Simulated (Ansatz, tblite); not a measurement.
# Ge(vinyl)Cl3 (C2H3Cl3Ge): a ladder of methods and basis sets

Aim: run the singlet of Ge(vinyl)Cl3 (C2H3Cl3Ge) at one geometry on many levels, and compare frontier levels, spin and run time.

The runs use Ansatz 0.2.0, Gaussian basis; as each input shows.

Plan: GFN1-xTB, GFN2-xTB, PBE-D4/def2-TZVP, r2SCAN-D4/def2-TZVP, B2PLYP/def2-TZVP, BLYP-D4/def2-TZVP, CAM-B3LYP-D4/def2-TZVP, PBE-D4/def2-SVP, PBE0-D4/def2-SVP, HF/6-31G, B3LYP-D4/6-31G, PBE0-D4/def2-TZVPD, PBE-D4/def2-TZVPD, B2PLYP/def2-TZVPD, CCSD(T)/def2-SVP, MP2/def2-TZVP, RPA/def2-TZVP.

2 further runs of the same task are left out: 2 set aside as unsound or not needed.

### 1 The relaxed structure

The geometry is that of the singlet, from an earlier relaxation (PBE0-D4/def2-SVP).

9 atoms, charge 0, spin multiplicity 1.

Bond lengths: Ge1–C2 1.917 Å, Ge1–Cl7 2.145 Å, Ge1–Cl8 2.143 Å, Ge1–Cl9 2.143 Å, C2–C3 1.334 Å, C2–H4 1.096 Å, C3–H5 1.095 Å, C3–H6 1.095 Å. Angles: C2–Ge1–Cl7 110.3°, C2–Ge1–Cl8 111.7°, C2–Ge1–Cl9 111.7°, Cl7–Ge1–Cl8 108.1°, Cl7–Ge1–Cl9 108.0°, Cl8–Ge1–Cl9 106.9°, Ge1–C2–C3 121.7°, Ge1–C2–H4 116.7°, C3–C2–H4 121.5°, C2–C3–H5 121.8°, C2–C3–H6 121.2°, H5–C3–H6 117.0°.

PBE0-D4/def2-TZVP was run before; its log isn't repeated, and its numbers join the tables.

### 2 GFN1-xTB

Tight binding, by tblite at 300 K electronic temperature and without a spin-polarisation term:

```python
tblite.interface.Calculator('GFN1-xTB', numbers, positions, charge=0, uhf=0).singlepoint()
```

Energy -554.7556 eV, HOMO -12.26 eV, LUMO -7.43 eV; 0.027 s.

### 3 GFN2-xTB

Tight binding, by tblite at 300 K electronic temperature and without a spin-polarisation term:

```python
tblite.interface.Calculator('GFN2-xTB', numbers, positions, charge=0, uhf=0).singlepoint()
```

Energy -584.8980 eV, HOMO -11.82 eV, LUMO -7.36 eV; 0.024 s.

### 4 PBE-D4/def2-TZVP

start.molden holds the orbitals of an earlier run on this state, given as this run's starting guess.

in.yaml

```yaml
crystal:
  periodic: [false, false, false]
  atoms:
    - {symbol: Ge, position_ang: [-0.254546, 0.229110, -1.173557]}
    - {symbol: C, position_ang: [-0.419613, 0.066322, 0.729255]}
    - {symbol: C, position_ang: [0.583759, -0.383381, 1.484692]}
    - {symbol: H, position_ang: [-1.379867, 0.359716, 1.167623]}
    - {symbol: H, position_ang: [1.545652, -0.677551, 1.052064]}
    - {symbol: H, position_ang: [0.479137, -0.474418, 2.571000]}
    - {symbol: Cl, position_ang: [1.712961, -0.349230, -1.802529]}
    - {symbol: Cl, position_ang: [-0.598093, 2.240108, -1.828717]}
    - {symbol: Cl, position_ang: [-1.669408, -1.010687, -2.199821]}
basis:
  gaussian: {orbitals: def2-TZVP, initial_orbitals: start.molden}
hamiltonian: {xc: pbe, dispersion: d4}
scf: {omitted_lower_state_checks: [starts]}
output: {forces: true, orbitals: {seedname: orbitals}}
```

Run with:

```bash
ansatz run in.yaml --threads 4 --pin off --events-out ev --progress --plain --max-ram 4787MiB
```

After this run come: r2SCAN-D4/def2-TZVP; B2PLYP/def2-TZVP; BLYP-D4/def2-TZVP; CAM-B3LYP-D4/def2-TZVP; PBE-D4/def2-SVP; PBE0-D4/def2-SVP; HF/6-31G; B3LYP-D4/6-31G; PBE0-D4/def2-TZVPD; PBE-D4/def2-TZVPD; B2PLYP/def2-TZVPD; CCSD(T)/def2-SVP; MP2/def2-TZVP; RPA/def2-TZVP.

Q: Predict the results of all the runs planned. Wanted: gap in def2-TZVP, named functionals, smallest and largest; correlation energy, CCSD(T)/def2-SVP; correlation energy, MP2/def2-TZVP; binding an atom, CCSD(T)/def2-SVP; PBE0 total energy, smallest basis above largest.

**Answer**, as computed:

| quantity | value |
| --- | --- |
| gap in def2-TZVP, named functionals, smallest and largest | 5.24 eV (BLYP-D4), 9.96 eV (CAM-B3LYP-D4) |
| correlation energy, CCSD(T)/def2-SVP | -25.94 eV |
| correlation energy, MP2/def2-TZVP | -30.21 eV |
| binding an atom, CCSD(T)/def2-SVP | 3.517 eV |
| PBE0 total energy, smallest basis above largest | 22.46 eV (def2-SVP, def2-TZVPD) |

What this shows: Over the named functionals in def2-TZVP the gap runs from 5.24 eV (BLYP-D4) to 9.96 eV (CAM-B3LYP-D4); exact exchange widens it. A small miss in a minimal or small basis is a cancelling of errors, not accuracy. The functionals in def2-TZVP miss CCSD(T)/def2-SVP by +0.179 (BLYP-D4) to +0.320 eV (PBE-D4) an atom. The yardstick is in a double-zeta basis, so levels in larger sets aren't compared like for like. The reference is CCSD(T) in one finite basis, so it carries an error of its own, often a tenth of an eV or more, and near misses can't be ranked.
